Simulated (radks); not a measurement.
# Ru⁴¹⁺ in [He] 2s1: an all-electron calculation

One table from this session's results is given with a row withheld; the runs are named, their logs left out.

Method: Dirac Kohn-Sham, B86b exchange with PBE correlation, spin-unpolarised, spherical densities, finite nucleus. Code: radks (a radial shooting solver on a logarithmic mesh, Libxc functionals) version 1.

### The atom as given

| Item | Value |
| --- | --- |
| element | ruthenium (Z = 44) |
| charge | +41 |
| electrons | 3 |
| configuration | [He] 2s1 |
| nuclear rms radius | 4.4809 fm |

Outer shells as boxes (Hund's rule):

Ru⁴¹⁺
```
[He] core
2s [↑ ]
```

The first run:

Settings of this run:

```text
Z 44
configuration [He] 2s1 2p0 3s0
relativity Dirac
functional b86_mgc,pbe
spin unpolarised
j_filling energy
nucleus finite rms 4.4809 fm
c 137.035999084
```

Among the steps run: Self-consistent calculation.

One table of the session follows, with a row left open; its other results are not shown here.

It belongs to the step «Shells». Radial moments (bohr):

```
level      <r>  outermost maximum (interpolated)  90 % within  nodes
1s1/2  0.03324                            0.0217       0.0595      0
2s1/2   0.1352                             0.117        0.207      1
2p1/2   0.1130                            0.0896        0.183      0
2p3/2   0.1171                            0.0932        0.188      0
3s1/2        ?                                 ?            ?      ?
```

**Question.** Estimate the row for 3s1/2.

**Answer.** <r>: 0.3099; outermost maximum (interpolated): 0.299; 90 % within: 0.448; nodes: 2. In the column «<r>» it is the highest.

Limits of these values: Spin polarisation and multiplet splitting are left out.
